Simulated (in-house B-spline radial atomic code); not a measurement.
**Cd²⁺: ionisation energy by several methods**

One table from this session's results is given with a row withheld; the runs are named, their logs left out.

Method: non-relativistic, several functionals, spin-polarised; spherical all-electron atom at the radial basis limit. Code: in-house B-spline radial atomic code version 1.

## What is computed

| Item | Value |
| --- | --- |
| element | cadmium (Z = 48) |
| charge | +2 |
| electrons | 46 |
| configuration | [Kr] 4d10 |
| nucleus | point |

The outer shells:

[Kr] 4d10
```
[Kr] core
4d [↑↓][↑↓][↑↓][↑↓][↑↓]
```

Where spins are not typed, each open shell is filled with up spins first.

The first run:

Input settings:

```ini
Z = 48
electrons = 46.0
configuration = [Kr] 4d10
hamiltonian = nr
method = pbe,pbe
spin_polarised = True
```

Steps of the session up to this table: PBE, a GGA; LDA (PW92); M06-L, a meta-GGA; AM05, a GGA; Hartree-Fock; TPSS, a meta-GGA.

One table of the session follows, with a row left open; its other results are not shown here.

| method | ΔSCF (eV) |
| --- | --- |
| LDA (PW92) | 38.563 |
| PBE | 38.298 |
| AM05 | 38.287 |
| M06-L | 38.347 |
| TPSS | ? |
| Hartree-Fock | 36.685 |

Estimate the missing values for TPSS.

As computed: ΔSCF (eV): 38.228. In the column «ΔSCF (eV)» it lies between Hartree-Fock (36.685) and AM05 (38.287).

Members of this set that are not shown: 12 used exact exchange with fractional occupations of an open shell, which is unsound here.

Limits of these values: Meta-GGA runs start from a PBE run whose iterations are not counted. These runs leave out relativity, which matters at this nuclear charge.
